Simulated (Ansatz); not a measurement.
# GaH2: the cost of one run

Program: Ansatz 0.2.0, Gaussian basis. Level of theory: the settings change from run to run. These are calculated values, not measurements.

24 further runs of the same task are left out: 3 for a known fault of the program, 16 that didn't finish, 5 set aside as unsound or not needed.

### 1 The geometry

The geometry derives from a PBE0/def2-TZVP stationary point (not a proven minimum). One bond is set to the value named and the two fragments are kept rigid. No spin-orbit coupling is included. The filled d shell of Ga may be among the frozen orbitals whatever the setting's name suggests; the logs give the count.

3 atoms, charge 1, spin multiplicity 3.

Atoms are counted from 1 here; the program's logs count them from 0.

Bond lengths: Ga1–H2 1.928 Å, Ga1–H3 1.768 Å. Angles: H2–Ga1–H3 71.9°.

### 2 BCCD(T) on ROHF/x2c-TZVPPall

in.yaml reads:

```yaml
crystal:
  periodic: [false, false, false]
  atoms:
    - {symbol: Ga, position_ang: [0.000000, -0.001319, -0.042036]}
    - {symbol: H, position_ang: [0.000000, 1.130793, 1.518575]}
    - {symbol: H, position_ang: [0.000000, -1.039571, 1.389190]}
basis:
  gaussian: {orbitals: x2c-TZVPPall, fitting: {mean_field: def2-universal-jkfit}}
total_charge: 1
magnetization: {spin_polarized: false, initial_magnetization: 2}
correlation: {method: bccd_t, electrons: outside_noble_gas}
output: {forces: true}
```

Started as:

```console
> ansatz run in.yaml --threads 1 --pin off --events-out ev --progress --plain --max-ram 2393MiB
```

**Question.** How long does this run take on 1 thread of Intel Xeon Platinum 8259CL at 2.50GHz, shared host, and how much memory does it need?

About 7 s, with a peak of 0.32 GiB.
